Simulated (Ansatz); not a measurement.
# C₂H₅ClGeO: up Jacob's ladder to CCSD(T)

Aim: compute C₂H₅ClGeO with functionals from several rungs and with coupled cluster. The yardstick is the atomisation energy at the CCSD(T) limit.

The runs use Ansatz 0.2.0, Gaussian basis; functionals in def2-TZVPP, the program's frozen cores in correlated methods.

Levels to be run: LDA (SPW92), PBE-D4, revPBE-D4, BLYP-D4, r2SCAN-D4, B97M-V, PBE0-D4, B3LYP-D4, r2SCANh-D4, r2SCAN0-D4, HSE06-D4, BHLYP-D4, CAM-B3LYP-D4, LC-ωPBE, ωB97X-V, ωB97M-V, B2PLYP, PBE-QIDH; CCSD(T)/def2-SVP; CCSD(T)/def2-TZVPP; MP2/def2-QZVPP; extrapolation to the limit; RPA on PBE.

## (1) Structure used throughout

An earlier PBE0-D4 in a triple-zeta def2 set relaxation fixed the geometry.

SMILES `Cl[C]1([GeH3])CO1`, 10 atoms, charge 0, spin multiplicity 1.

Atoms are counted from 1 here; the program's logs count them from 0.

Bond lengths: Cl1–C2 1.774 Å, C2–Ge3 1.967 Å, C2–C4 1.461 Å, C2–O5 1.396 Å, Ge3–H6 1.532 Å, Ge3–H7 1.536 Å, Ge3–H8 1.533 Å, C4–O5 1.425 Å, C4–H9 1.086 Å, C4–H10 1.087 Å. Angles: Cl1–C2–Ge3 112.9°, Cl1–C2–C4 117.0°, Cl1–C2–O5 114.9°, Ge3–C2–C4 124.2°, Ge3–C2–O5 117.5°, C4–C2–O5 59.8°, C2–Ge3–H6 108.4°, C2–Ge3–H7 107.0°, C2–Ge3–H8 108.7°, H6–Ge3–H7 111.0°, H6–Ge3–H8 110.8°, H7–Ge3–H8 110.8°, C2–C4–O5 57.8°, C2–C4–H9 118.1°, C2–C4–H10 120.2°, O5–C4–H9 114.9°, O5–C4–H10 115.4°, H9–C4–H10 116.6° and more.

As a file:

```xyz
10
charge 0, multiplicity 1
Cl   -1.01087   -1.09484    1.73315
C    -0.43598   -0.05425    0.41585
Ge    1.50274   -0.19739    0.11895
C    -1.40228    0.29812   -0.62138
O    -1.00033    1.22177    0.38603
H     2.22138    0.30301    1.37585
H     1.83867    0.68246   -1.09445
H     1.85066   -1.66414   -0.16011
H    -2.41731   -0.07443   -0.52247
H    -1.06368    0.52859   -1.62842
```

## (2) LDA

This LDA is Slater exchange with PW92 correlation.

Input file in.yaml:

```yaml
crystal:
  periodic: [false, false, false]
  atoms:
    - {symbol: Cl, position_ang: [-1.010869, -1.094840, 1.733151]}
    - {symbol: C, position_ang: [-0.435982, -0.054254, 0.415850]}
    - {symbol: Ge, position_ang: [1.502741, -0.197388, 0.118946]}
    - {symbol: C, position_ang: [-1.402282, 0.298116, -0.621379]}
    - {symbol: O, position_ang: [-1.000327, 1.221772, 0.386031]}
    - {symbol: H, position_ang: [2.221382, 0.303015, 1.375854]}
    - {symbol: H, position_ang: [1.838671, 0.682456, -1.094449]}
    - {symbol: H, position_ang: [1.850656, -1.664139, -0.160113]}
    - {symbol: H, position_ang: [-2.417313, -0.074431, -0.522471]}
    - {symbol: H, position_ang: [-1.063676, 0.528592, -1.628420]}
basis:
  gaussian: {orbitals: def2-TZVPP}
hamiltonian: {xc: lda}
output: {orbitals: {seedname: orbitals}}
```

Started as:

```sh
> ansatz run in.yaml --threads 4 --pin off --events-out ev --progress --plain --max-ram 10444MiB
```

After this run come: PBE-D4 (GGA); revPBE-D4 (GGA); BLYP-D4 (GGA); r2SCAN-D4 (meta-GGA); B97M-V (meta-GGA); PBE0-D4 (hybrid); B3LYP-D4 (hybrid); r2SCANh-D4 (hybrid); r2SCAN0-D4 (hybrid); HSE06-D4 (hybrid); BHLYP-D4 (hybrid); CAM-B3LYP-D4 (range-separated); LC-ωPBE (range-separated); ωB97X-V (range-separated); ωB97M-V (range-separated); B2PLYP (double hybrid); PBE-QIDH (double hybrid); CCSD(T) in def2-SVP; CCSD(T) in def2-TZVPP; MP2 in def2-QZVPP; RPA on PBE orbitals.

Q: Predict the results of all the runs planned. Wanted: atomisation energy, CCSD(T)/CBS; farthest beyond LDA; mean size of error, GGA; mean size of error, meta-GGA; mean size of error, hybrid; mean size of error, range-separated; mean size of error, double hybrid; gap, smallest and largest; T1 diagnostic.

As calculated:

```
                               quantity                                                                                                                              value
        atomisation energy, CCSD(T)/CBS                                                                                                                          35.195 eV
    functionals within 0.352 eV (1.0 %)  revPBE-D4, BLYP-D4, r2SCAN-D4, B97M-V, PBE0-D4, B3LYP-D4, r2SCANh-D4, HSE06-D4, CAM-B3LYP-D4, LC-ωPBE, ωB97X-V, ωB97M-V, PBE-QIDH
                    farthest beyond LDA                                                                                                               BHLYP-D4 (-1.588 eV)
                mean size of error, GGA                                                                                                                           0.422 eV
           mean size of error, meta-GGA                                                                                                                           0.235 eV
             mean size of error, hybrid                                                                                                                           0.469 eV
    mean size of error, range-separated                                                                                                                           0.099 eV
      mean size of error, double hybrid                                                                                                                           0.385 eV
              gap, smallest and largest                                                                                          5.82 eV (LDA (SPW92)), 13.25 eV (LC-ωPBE)
                          T1 diagnostic                                                                                                                             0.0121
triples share of the correlation energy                                                                                                                              4.1 %
```

In words: The LDA atomisation energy is off by 6.120 eV (17 %): it overbinds. PBE-D4 misses by +0.969 eV. Double hybrids carry the basis error of their MP2 part in triple zeta, and no dispersion term here, so their miss is partly the set-up's. The rungs range-separated, meta-GGA miss on average by less than the doubt on the reference (0.352 eV), so they tie. The reference freezes the cores and leaves out relativity and excitations past (T), and its outer-core shells are covered unevenly, so misses under about 0.352 eV can't be ranked. Hartree-Fock recovers 68 % of the binding; the rest is correlation. CCSD(T) in def2-SVP is off by -2.082 eV, so the small basis spoils what the method gains. The gap grows from 5.8 to 13.3 eV across the functionals, mostly with the share of exact exchange. Correlated methods include outer-core shells of Ge, which these sets cover unevenly.
